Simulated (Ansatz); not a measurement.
# HfO+ (sextet): wave-function methods side by side, def2-SVP

One table from this session's results is given with a row withheld; the runs are named, their logs left out.

Computed with Ansatz 0.2.0, Gaussian basis. Level: def2-SVP, core rule «outside noble gas», up to 5 orbitals frozen.

To be run: UHF; CCSD(T) on ROHF; CCSD(T) on UHF; CISD as a restricted active space (open shells left free, so some higher excitations enter); CCSDT(Q) on ROHF; CCSDT(Q) on UHF.

13 further runs of the same task are left out: 6 for a known fault of the program, 4 that didn't finish, 3 set aside as unsound or not needed. Runs told in other sessions of the task aren't counted.

### The geometry

The geometry is a PBE0/def2-TZVP stationary point (not a proven minimum). No spin-orbit coupling is included. Elements past krypton take def2 core potentials.

2 atoms, charge 1, spin multiplicity 6.

Atoms are counted from 1 here; the program's logs count them from 0.

Bond lengths: Hf1–O2 2.580 Å.

Set-up of the first run:

Input file in.yaml:

```yaml
crystal:
  periodic: [false, false, false]
  atoms:
    - {symbol: Hf, position_ang: [0.000000, 0.000000, 0.000000]}
    - {symbol: O, position_ang: [0.000000, 0.000000, 2.580200]}
basis:
  gaussian: {orbitals: def2-SVP}
total_charge: 1
magnetization: {spin_polarized: true, initial_magnetization: 5}
hamiltonian: {xc: hf}
output: {orbitals: {seedname: orbitals}}
```

Launch:

```bash
> ansatz run in.yaml --threads 1 --pin off --events-out ev --progress --plain --max-ram 2393MiB
```

Among the steps run: UHF; CCSD(T) on ROHF; CCSD(T) on UHF; CISD as a restricted active space (open shells left free, so some higher excitations enter); CCSDT(Q) on ROHF; CCSDT(Q) on UHF.

One table of the session follows, with a row left open; its other results are not shown here.

```
   method  from RCCSDT(Q) (kJ/mol)
     ROHF                   +369.8
      UHF                   +345.1
     RMP2                    +56.6
     UMP2                    +46.6
    RCCSD                     +5.5
    UCCSD                     -3.9
 RCCSD(T)                     +1.6
 UCCSD(T)                     -7.7
   RCCSDT                     +0.2
   UCCSDT                     -8.6
RCCSDT(Q)                        0
UCCSDT(Q)                        ?
```

Q: Estimate the row for UCCSDT(Q) from the others.

**Answer.** from RCCSDT(Q) (kJ/mol): -8.8. In the column «from RCCSDT(Q) (kJ/mol)» it is the lowest.

Not comparable, so not listed: CISD as a restricted active space (open shells left free, so some higher excitations enter) (they don't share determinant, frozen orbitals or solution with the rows shown, or repeat one).

To keep in mind: Restricted and unrestricted rows rest on different reference determinants; a gap between their highest levels can come from leftover correlation error, from unlike frozen cores or from another state.
